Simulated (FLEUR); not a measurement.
Ga: equation of state with r2SCAN

The system is Ga.

```
Ga
1.0
     2.26150   -3.83050    0.00000
     2.26150    3.83050    0.00000
     0.00000    0.00000    4.52400
Ga
4
Direct
  0.34510 0.65490 0.41900
  0.15490 0.84510 0.91900
  0.65490 0.34510 0.58100
  0.84510 0.15490 0.08100
```

| Property | Result |
| --- | --- |
| Program | FLEUR MaX-R8.1 (later development tree) |
| Task | equation of state |
| Functional | r2SCAN |
| Potentials or basis | all-electron |
| Basis | FLAPW |
| Kmax | 4.64 1/bohr |
| k mesh | 7 × 7 × 6 |
| Occupations | fermi-dirac, width 0.05 eV |
| Spin | no spin polarisation |

```json
{
 "Equilibrium volume": "19.18 Å³/atom",
 "Bulk modulus at fixed shape and positions": "63 GPa"
}
```

Energy against volume, from the lowest point:
| volume (Å³/atom) | energy (meV/atom) |
| --- | --- |
| 18.419 | 4.96 |
| 18.811 | 0.00 |
| 19.595 | 0.26 |
| 20.379 | 11.68 |
| 20.771 | 20.77 |

Caveat: the meta-GGA is that of a development version, with a GGA for the radial functions and cores and without core tails; the cell was scaled at fixed shape and fractional positions, which overstates the stiffness of a crystal with free parameters, most of all of layers and chains.
